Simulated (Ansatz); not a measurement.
# Cl₂FHOZr: single points with varied inputs

How do the results and run time of Cl₂FHOZr respond when the settings are drawn wide?

Computed with Ansatz 0.2.0, Gaussian basis. Level: the settings change from run to run.

## Step 1: The relaxed structure

An earlier PBE0-D4 in a triple-zeta def2 set relaxation fixed the geometry. Zr takes a core potential in def2 sets; no spin-orbit term is included.

6 atoms, charge 0, spin multiplicity 1.

Atoms are counted from 1 here; the program's logs count them from 0.

Bond lengths: O1–Zr2 1.884 Å, O1–H6 0.954 Å, Zr2–F3 1.891 Å, Zr2–Cl4 2.344 Å, Zr2–Cl5 2.344 Å. Angles: Zr2–O1–H6 178.1°, O1–Zr2–F3 108.8°, O1–Zr2–Cl4 109.6°, O1–Zr2–Cl5 109.6°, F3–Zr2–Cl4 109.3°, F3–Zr2–Cl5 109.3°, Cl4–Zr2–Cl5 110.2°.

Coordinates:

```mol
Cl2FHOZr
  3D, bonds by distance, orders not assigned

  6  5  0  0  0  0  0  0  0  0999 V2000
   -0.9778    1.0392   -0.2658 O   0  0
    0.2639   -0.3545   -0.0086 Zr  0  0
    0.0992   -1.5896   -1.4309 F   0  0
   -0.1849   -1.4414    2.0194 Cl  0  0
    2.4373    0.5239    0.0091 Cl  0  0
   -1.5956    1.7584   -0.3692 H   0  0
  1  2  8  0
  2  3  8  0
  2  4  8  0
  2  5  8  0
  1  6  8  0
M  END
```

## Step 2: B97M-V/x2c-TZVPPall

This run has charge +1, multiplicity 2, a grid of angular degree 47, finite nuclei.

File in.yaml:

```yaml
crystal:
  periodic: [false, false, false]
  atoms:
    - {symbol: O, position_ang: [-0.977794, 1.039216, -0.265775]}
    - {symbol: Zr, position_ang: [0.263916, -0.354503, -0.008607]}
    - {symbol: F, position_ang: [0.099214, -1.589584, -1.430944]}
    - {symbol: Cl, position_ang: [-0.184914, -1.441394, 2.019376]}
    - {symbol: Cl, position_ang: [2.437322, 0.523852, 0.009076]}
    - {symbol: H, position_ang: [-1.595644, 1.758413, -0.369227]}
basis:
  gaussian: {orbitals: x2c-TZVPPall, final_grid: {core_spheres: 20, valence_spheres: 16, degree: 47}, nuclear_model: gaussian}
total_charge: 1
magnetization: {spin_polarized: true, initial_magnetization: 1}
hamiltonian: {xc: {name: B97M-V}}
output: {forces: true}
```

Command:

```sh
ansatz run in.yaml --threads 4 --pin off --events-out ev --progress --plain --max-ram 10444MiB
```

Output, shortened:

```text
Functional definition: B97M-V
  name "B97M-V"
  cite "Mardirossian & Head-Gordon, J. Chem. Phys. 142, 074111 (2015) doi:10.1063/1.4907719"
  cite "Becke, J. Chem. Phys. 107, 8554 (1997) doi:10.1063/1.475007"
  cite "Vydrov & Van Voorhis, J. Chem. Phys. 133, 244103 (2010) doi:10.1063/1.3521275"
  # Of w^i u^j: cxij and so on, Table III.
[...]
  gx(w, u) = cx00 + cx01*u + cx02*u^2 + (cx10 + cx11*u)*w
  gss(w, u) = css00 + css02*u^2 + css10*w + (css32*w^3 + css42*w^4)*u^2
  gos(w, u) = cos00 + cos01*u + cos03*u^3 + cos10*w + cos32*w^3*u^2
[...]
      + integral(e_c_pw_mod_opposite_spin*gos(b97_w_opposite, b97_u_opposite)) + vv10(b, c)
1499 factors; their error is unknown
[...]
mean field -127795.94476942 eV, -4696.4143470734 hartree, gradient 6.6e-6 eV, S^2 0.757165; 10 other end points of the search recorded, 0 dependent functions left out
[...]
reference -127795.94486821 eV, -4696.4143507043 hartree; 46, 45 occupied and 193, 194 virtual orbitals, 1499 factors
Total energy: -127795.94486821 eV, -4696.4143507043 hartree
Relativity: scalar
Atom 0 at    -0.977794     1.039216    -0.265775 Å, force     0.031704     0.111880     0.150252 eV/Å
Atom 1 at     0.263916    -0.354503    -0.008607 Å, force    -0.602088    -1.033442    -1.795815 eV/Å
Atom 2 at     0.099214    -1.589584    -1.430944 Å, force     0.115445     0.668685     0.804399 eV/Å
Atom 3 at    -0.184914    -1.441394     2.019376 Å, force    -0.104988    -0.322119     0.800012 eV/Å
Atom 4 at     2.437322     0.523852     0.009076 Å, force     0.787817     0.347115     0.115422 eV/Å
Atom 5 at    -1.595644     1.758413    -0.369227 Å, force    -0.227890     0.227880    -0.074270 eV/Å
Dipole moment:    -0.234692     0.560424     0.241654 e Å
```

It took 16 s on 4 threads of AMD EPYC 9R45, shared host; peak memory 1 GiB.

Largest force 2.158 eV/Å, ⟨S²⟩ 0.757.

## Step 3: RPBE/def2-SVP

This run has D3(BJ) dispersion.

Changes to in.yaml since step 2:

```diff
@@ -10,6 +10,3 @@
 basis:
-  gaussian: {orbitals: x2c-TZVPPall, final_grid: {core_spheres: 20, valence_spheres: 16, degree: 47}, nuclear_model: gaussian}
-total_charge: 1
-magnetization: {spin_polarized: true, initial_magnetization: 1}
-hamiltonian: {xc: {name: B97M-V}}
-output: {forces: true}
+  gaussian: {orbitals: def2-SVP}
+hamiltonian: {xc: {name: RPBE}, dispersion: d3bj}
```

Same command.

Output:

```text
Functional definition: RPBE
  name "RPBE"
  cite "Hammer, Hansen & Nørskov, Phys. Rev. B 59, 7413 (1999) doi:10.1103/PhysRevB.59.7413"
  cite "Perdew, Burke & Ernzerhof, Phys. Rev. Lett. 77, 3865 (1996) doi:10.1103/PhysRevLett.77.3865"
  parameter kappa = 0.804
  parameter beta = 0.06672455060314922
  exchange = rpbe_x(kappa = kappa, mu = beta*pi^2/3)
  correlation = pbe_c(beta = beta)
1017 factors; their error is unknown
mean field evaluation 1: about -31093.2713 eV, gradient 6.8e1 eV
mean field evaluation 2: about -30971.9597 eV, gradient 2.4e2 eV
mean field evaluation 4: about -31100.2947 eV, gradient 1.8e1 eV
mean field evaluation 8: about -31101.1808 eV, gradient 1.9e-1 eV
mean field evaluation 16: about -31101.1381 eV, gradient 1.3e-4 eV
mean field -31101.13808706 eV, -1142.9457435909 hartree, gradient 4.2e-5 eV, S^2 0.000000; 0 other end points of the search recorded, 0 dependent functions left out
reference -31101.13816680 eV, -1142.9457465214 hartree; 32, 32 occupied and 68, 68 virtual orbitals, 1017 factors
Total energy: -31102.49111591 eV, -1142.9954664840 hartree
```

It took 0.4 s on 4 threads of AMD EPYC 9R45, shared host.

## Step 4: SVWN5/def2-TZVPP

Changes to in.yaml since step 3:

```diff
@@ -10,3 +10,4 @@
 basis:
-  gaussian: {orbitals: def2-SVP}
-hamiltonian: {xc: {name: RPBE}, dispersion: d3bj}
+  gaussian: {orbitals: def2-TZVPP}
+hamiltonian: {xc: {name: SVWN5}}
+output: {forces: true}
```

Launched as before.

Output, shortened:

```text
Functional definition: SVWN5
  name "SVWN5"
  cite "Dirac, Proc. Camb. Phil. Soc. 26, 376 (1930) doi:10.1017/S0305004100016108"
  cite "Slater, Phys. Rev. 81, 385 (1951) doi:10.1103/PhysRev.81.385"
  cite "Vosko, Wilk & Nusair, Can. J. Phys. 58, 1200 (1980) doi:10.1139/p80-159"
[...]
1266 factors; their error is unknown
[...]
mean field -31002.85047265 eV, -1139.3337403831 hartree, gradient 2.2e-5 eV, S^2 0.000000; 0 other end points of the search recorded, 0 dependent functions left out
[...]
reference -31002.85053819 eV, -1139.3337427916 hartree; 32, 32 occupied and 184, 184 virtual orbitals, 1266 factors
Total energy: -31002.85053819 eV, -1139.3337427916 hartree
Atom 0 at    -0.977794     1.039216    -0.265775 Å, force     0.503866    -0.580089     0.090356 eV/Å
Atom 1 at     0.263916    -0.354503    -0.008607 Å, force     0.062268    -0.067991     0.014573 eV/Å
Atom 2 at     0.099214    -1.589584    -1.430944 Å, force     0.016032     0.151574     0.169165 eV/Å
Atom 3 at    -0.184914    -1.441394     2.019376 Å, force     0.044384     0.116585    -0.207134 eV/Å
Atom 4 at     2.437322     0.523852     0.009076 Å, force    -0.226083    -0.086054     0.000154 eV/Å
Atom 5 at    -1.595644     1.758413    -0.369227 Å, force    -0.400467     0.465975    -0.067113 eV/Å
Dipole moment:    -0.401578     0.430695    -0.102978 e Å
```

Wall time 0.6 s (4 threads of AMD EPYC 9R45, shared host); peak memory 0.3 GiB.

Largest force 0.774 eV/Å, dipole 2.87 D.

## Step 5: r2SCAN50/def2-TZVP

This run has multiplicity 3, D3(BJ) dispersion, high accuracy.

Changes to in.yaml since step 4:

```diff
@@ -10,4 +10,6 @@
 basis:
-  gaussian: {orbitals: def2-TZVPP}
-hamiltonian: {xc: {name: SVWN5}}
+  gaussian: {orbitals: def2-TZVP}
+magnetization: {spin_polarized: true, initial_magnetization: 2}
+hamiltonian: {xc: {name: r2SCAN50}, dispersion: d3bj}
+accuracy: high
 output: {forces: true}
```

The command is unchanged.

Output, shortened:

```text
Warning: the engine holds no damping parameters fitted to this dispersion correction and functional, so the run takes those fitted to r2scan50 beside the three-body term, which d3bj leaves out (hamiltonian.dispersion, under Limitations)
Functional definition: r2SCAN50
  name "r2SCAN50"
  cite "Bursch, Neugebauer, Ehlert & Grimme, J. Chem. Phys. 156, 134105 (2022) doi:10.1063/5.0086040"
  cite "Furness, Kaplan, Ning, Perdew & Sun, J. Phys. Chem. Lett. 11, 8208 (2020) doi:10.1021/acs.jpclett.0c02405"
  cite "Furness, Kaplan, Ning, Perdew & Sun, J. Phys. Chem. Lett. 11, 9248 (2020) doi:10.1021/acs.jpclett.0c03077"
  parent r2scan
[...]
2991 factors; integrals over basis functions are off by at most 5.7e-8 eV
[...]
mean field -31104.59272733 eV, -1143.0726992790 hartree, gradient 4.3e-8 eV, S^2 2.013369; 6 other end points of the search recorded, 0 dependent functions left out
[...]
reference -31104.59273131 eV, -1143.0726994255 hartree; 33, 31 occupied and 149, 151 virtual orbitals, 2991 factors
Total energy: -31104.65626643 eV, -1143.0750342981 hartree
Atom 0 at    -0.977794     1.039216    -0.265775 Å, force    -1.097359     1.535222     0.068790 eV/Å
Atom 1 at     0.263916    -0.354503    -0.008607 Å, force    -1.949783    -0.024612    -2.569270 eV/Å
Atom 2 at     0.099214    -1.589584    -1.430944 Å, force     0.319653    -0.819635    -0.384253 eV/Å
Atom 3 at    -0.184914    -1.441394     2.019376 Å, force    -0.025089    -0.995230     2.240314 eV/Å
Atom 4 at     2.437322     0.523852     0.009076 Å, force     2.289383     0.739664     0.465192 eV/Å
Atom 5 at    -1.595644     1.758413    -0.369227 Å, force     0.463195    -0.435409     0.179227 eV/Å
Dipole moment:    -0.058484     0.373866     0.289862 e Å
```

Run time: 36 s. Hardware: 4 threads of AMD EPYC 9R45, shared host; peak memory 1.6 GiB.

Largest force 3.225 eV/Å, dipole 2.29 D, ⟨S²⟩ 2.013.

## Step 6: BHLYP/x2c-TZVPPall

Changes to in.yaml since step 5:

```diff
@@ -10,6 +10,4 @@
 basis:
-  gaussian: {orbitals: def2-TZVP}
-magnetization: {spin_polarized: true, initial_magnetization: 2}
-hamiltonian: {xc: {name: r2SCAN50}, dispersion: d3bj}
-accuracy: high
+  gaussian: {orbitals: x2c-TZVPPall}
+hamiltonian: {xc: {name: BHLYP}}
 output: {forces: true}
```

Launched as before.

Output, shortened:

```text
Functional definition: BHLYP
  name "BHLYP"
  cite "Becke, J. Chem. Phys. 98, 1372 (1993) doi:10.1063/1.464304"
  cite "Becke, Phys. Rev. A 38, 3098 (1988) doi:10.1103/PhysRevA.38.3098"
  cite "Lee, Yang & Parr, Phys. Rev. B 37, 785 (1988) doi:10.1103/PhysRevB.37.785"
[...]
1754 factors; their error is unknown
[...]
mean field -127834.12604837 eV, -4697.8174831949 hartree, gradient 2.0e-5 eV, S^2 0.000000; 0 other end points of the search recorded, 0 dependent functions left out
[...]
reference -127834.12625897 eV, -4697.8174909341 hartree; 46, 46 occupied and 193, 193 virtual orbitals, 1754 factors
Total energy: -127834.12625897 eV, -4697.8174909341 hartree
Relativity: scalar
Atom 0 at    -0.977794     1.039216    -0.265775 Å, force    -0.315007     0.362128    -0.057451 eV/Å
Atom 1 at     0.263916    -0.354503    -0.008607 Å, force    -0.179285     0.018020    -0.216404 eV/Å
Atom 2 at     0.099214    -1.589584    -1.430944 Å, force     0.010850     0.061111     0.073974 eV/Å
Atom 3 at    -0.184914    -1.441394     2.019376 Å, force    -0.033061    -0.086347     0.144143 eV/Å
Atom 4 at     2.437322     0.523852     0.009076 Å, force     0.160632     0.058891    -0.004407 eV/Å
Atom 5 at    -1.595644     1.758413    -0.369227 Å, force     0.355871    -0.413804     0.060145 eV/Å
Dipole moment:    -0.396916     0.437095    -0.090638 e Å
```

Wall time 2.3 s (4 threads of AMD EPYC 9R45, shared host); peak memory 0.94 GiB.

Largest force 0.549 eV/Å, dipole 2.87 D.

## Step 7: rPW86-PBE/ANO-RCC-VTZP

Set apart from the defaults: charge +1, multiplicity 2, a grid of angular degree 11, rVV10 dispersion.

Changes to in.yaml since step 6:

```diff
@@ -10,4 +10,6 @@
 basis:
-  gaussian: {orbitals: x2c-TZVPPall}
-hamiltonian: {xc: {name: BHLYP}}
+  gaussian: {orbitals: ANO-RCC-VTZP, final_grid: {core_spheres: 5, valence_spheres: 4, degree: 11}}
+total_charge: 1
+magnetization: {spin_polarized: true, initial_magnetization: 1}
+hamiltonian: {xc: {name: rPW86-PBE}, dispersion: rvv10}
 output: {forces: true}
```

The command is unchanged.

Output, shortened:

```text
Functional definition: rPW86-PBE+rVV10
  name "rPW86-PBE+rVV10"
  cite "Murray, Lee & Langreth, J. Chem. Theory Comput. 5, 2754 (2009) doi:10.1021/ct900365q"
  cite "Perdew, Burke & Ernzerhof, Phys. Rev. Lett. 77, 3865 (1996) doi:10.1103/PhysRevLett.77.3865"
  cite "Vydrov & Van Voorhis, J. Chem. Phys. 133, 244103 (2010) doi:10.1063/1.3521275"
  cite "Sabatini, Gorni & de Gironcoli, Phys. Rev. B 87, 041108(R) (2013) doi:10.1103/PhysRevB.87.041108"
  parent "pbe"
[...]
1711 factors; their error is unknown
[...]
mean field -127875.09437117 eV, -4699.3230412886 hartree, gradient 5.9e-6 eV, S^2 0.754835; 10 other end points of the search recorded, 0 dependent functions left out
[...]
reference -127875.09455413 eV, -4699.3230480120 hartree; 46, 45 occupied and 164, 165 virtual orbitals, 1711 factors
Total energy: -127875.09455413 eV, -4699.3230480120 hartree
Relativity: scalar
Atom 0 at    -0.977794     1.039216    -0.265775 Å, force     0.104576     0.022812     0.158341 eV/Å
Atom 1 at     0.263916    -0.354503    -0.008607 Å, force    -0.331149    -0.827053    -1.240427 eV/Å
Atom 2 at     0.099214    -1.589584    -1.430944 Å, force     0.034265     0.137058     0.178689 eV/Å
Atom 3 at    -0.184914    -1.441394     2.019376 Å, force    -0.141586    -0.448616     0.981009 eV/Å
Atom 4 at     2.437322     0.523852     0.009076 Å, force     1.002679     0.408975     0.103688 eV/Å
Atom 5 at    -1.595644     1.758413    -0.369227 Å, force    -0.668785     0.706825    -0.181299 eV/Å
Dipole moment:    -0.205939     0.541476     0.260608 e Å
```

It took 18 s on 4 threads of AMD EPYC 9R45, shared host; peak memory 1.1 GiB.

Largest force 1.527 eV/Å, ⟨S²⟩ 0.755.

## Step 8: revPBE/cc-pVTZ-DK

Options: atoms shaken by 0.08 Å, a grid of angular degree 23, high accuracy.

File in.yaml:

```yaml
crystal:
  periodic: [false, false, false]
  atoms:
    - {symbol: O, position_ang: [-0.839596, 1.197859, -0.111980]}
    - {symbol: Zr, position_ang: [0.153168, -0.390634, 0.087960]}
    - {symbol: F, position_ang: [0.078458, -1.622347, -1.355083]}
    - {symbol: Cl, position_ang: [-0.183600, -1.423394, 1.833169]}
    - {symbol: Cl, position_ang: [2.482395, 0.536764, -0.000664]}
    - {symbol: H, position_ang: [-1.507981, 1.801230, -0.351325]}
basis:
  gaussian: {orbitals: cc-pVTZ-DK, final_grid: {core_spheres: 8, valence_spheres: 7, degree: 23}}
hamiltonian: {xc: {name: revPBE}}
accuracy: high
output: {forces: true}
```

Same command.

Output, shortened:

```text
Functional definition: revPBE
  name "revPBE"
  cite "Zhang & Yang, Phys. Rev. Lett. 80, 890 (1998) doi:10.1103/PhysRevLett.80.890"
  cite "Perdew, Burke & Ernzerhof, Phys. Rev. Lett. 77, 3865 (1996) doi:10.1103/PhysRevLett.77.3865"
[...]
3556 factors; integrals over basis functions are off by at most 3.9e-9 eV
[...]
mean field -127822.70045119 eV, -4697.3976002431 hartree, gradient 1.5e-8 eV, S^2 0.000000; 0 other end points of the search recorded, 0 dependent functions left out
[...]
reference -127822.70045913 eV, -4697.3976005348 hartree; 46, 46 occupied and 173, 173 virtual orbitals, 3556 factors
Total energy: -127822.70045913 eV, -4697.3976005348 hartree
Relativity: scalar
Atom 0 at    -0.839596     1.197859    -0.111980 Å, force     0.260864    -0.533809     0.407549 eV/Å
Atom 1 at     0.153168    -0.390634     0.087960 Å, force     3.839903     4.275798    -6.796571 eV/Å
Atom 2 at     0.078458    -1.622347    -1.355083 Å, force    -0.300176    -0.384561    -0.420212 eV/Å
Atom 3 at    -0.183600    -1.423394     1.833169 Å, force    -1.495303    -4.051226     7.056486 eV/Å
Atom 4 at     2.482395     0.536764    -0.000664 Å, force    -1.002580    -0.558155     0.193312 eV/Å
Atom 5 at    -1.507981     1.801230    -0.351325 Å, force    -1.302708     1.251952    -0.440564 eV/Å
Dipole moment:    -0.797339     0.101501     0.158523 e Å
```

It took 7 s on 4 threads of AMD EPYC 9R45, shared host; peak memory 1.1 GiB.

Largest force 8.901 eV/Å, dipole 3.94 D.

## Step 9: B3LYP5/cc-pVTZ-DK

File in.yaml:

```yaml
crystal:
  periodic: [false, false, false]
  atoms:
    - {symbol: O, position_ang: [-0.977794, 1.039216, -0.265775]}
    - {symbol: Zr, position_ang: [0.263916, -0.354503, -0.008607]}
    - {symbol: F, position_ang: [0.099214, -1.589584, -1.430944]}
    - {symbol: Cl, position_ang: [-0.184914, -1.441394, 2.019376]}
    - {symbol: Cl, position_ang: [2.437322, 0.523852, 0.009076]}
    - {symbol: H, position_ang: [-1.595644, 1.758413, -0.369227]}
basis:
  gaussian: {orbitals: cc-pVTZ-DK}
hamiltonian: {xc: {name: B3LYP5}}
output: {forces: true}
```

Launched as before.

Output, shortened:

```text
Functional definition: B3LYP5
  name "B3LYP5"
  cite "Stephens, Devlin, Chabalowski & Frisch, J. Phys. Chem. 98, 11623 (1994) doi:10.1021/j100096a001"
  cite "Becke, Phys. Rev. A 38, 3098 (1988) doi:10.1103/PhysRevA.38.3098"
  cite "Lee, Yang & Parr, Phys. Rev. B 37, 785 (1988) doi:10.1103/PhysRevB.37.785"
  cite "Vosko, Wilk & Nusair, Can. J. Phys. 58, 1200 (1980) doi:10.1139/p80-159"
[...]
1595 factors; their error is unknown
[...]
mean field -127827.28027420 eV, -4697.5659056343 hartree, gradient 5.5e-5 eV, S^2 0.000000; 0 other end points of the search recorded, 0 dependent functions left out
[...]
reference -127827.28058524 eV, -4697.5659170650 hartree; 46, 46 occupied and 173, 173 virtual orbitals, 1595 factors
Total energy: -127827.28058524 eV, -4697.5659170650 hartree
Relativity: scalar
Atom 0 at    -0.977794     1.039216    -0.265775 Å, force    -0.182869     0.194513    -0.048482 eV/Å
Atom 1 at     0.263916    -0.354503    -0.008607 Å, force     0.016994    -0.033845    -0.011086 eV/Å
Atom 2 at     0.099214    -1.589584    -1.430944 Å, force    -0.029276    -0.214509    -0.247834 eV/Å
Atom 3 at    -0.184914    -1.441394     2.019376 Å, force    -0.075022    -0.180863     0.323786 eV/Å
Atom 4 at     2.437322     0.523852     0.009076 Å, force     0.351774     0.139070    -0.003469 eV/Å
Atom 5 at    -1.595644     1.758413    -0.369227 Å, force    -0.081601     0.095634    -0.012916 eV/Å
Dipole moment:    -0.406881     0.427201    -0.113304 e Å
```

It took 2.4 s on 4 threads of AMD EPYC 9R45, shared host; peak memory 0.85 GiB.

Largest force 0.378 eV/Å, dipole 2.89 D.

## Step 10: The runs in one table

```tsv
level	charge	multiplicity	geometry	functions	energy (eV)	time
B97M-V/x2c-TZVPPall	1	2	relaxed	239	-127795.945	16 s
RPBE/def2-SVP	0	1	relaxed	100	-31102.491	0.4 s
SVWN5/def2-TZVPP	0	1	relaxed	216	-31002.851	0.6 s
r2SCAN50/def2-TZVP	0	3	relaxed	182	-31104.656	36 s
BHLYP/x2c-TZVPPall	0	1	relaxed	239	-127834.126	2.3 s
rPW86-PBE/ANO-RCC-VTZP	1	2	relaxed	210	-127875.095	18 s
revPBE/cc-pVTZ-DK	0	1	shaken	219	-127822.700	7 s
B3LYP5/cc-pVTZ-DK	0	1	relaxed	219	-127827.281	2.4 s
```

## Step 11: Summary of results

| quantity | value |
| --- | --- |
| runs | 8 |
| quickest | RPBE/def2-SVP, 0.4 s |
| slowest | r2SCAN50/def2-TZVP, 36 s |
| spread of total energies, same state and geometry | 96831.3 eV |
| dipole, same state and geometry | 2.87 to 2.89 D |

**Reading.** Run time spans a factor of 90, from RPBE/def2-SVP to r2SCAN50/def2-TZVP. The jobs differ in tasks and options as well as level. Total energies at one charge and spin differ by 96831 eV between levels, so only differences within one level mean anything. Some of these runs are scalar-relativistic and others not, which shifts the totals of all-electron atoms past neon by several eV an atom and more; core potentials, where a basis has them, take the core out of the total altogether. At the PBE0-D4/def2-TZVP geometry and in the same state, the sound runs without point charges leave forces up to 0.77 eV/Å (SVWN5/def2-TZVPP), against 8.9 eV/Å where the atoms were moved. At that geometry and state the dipole changes by 1 % between the lowest and highest value.
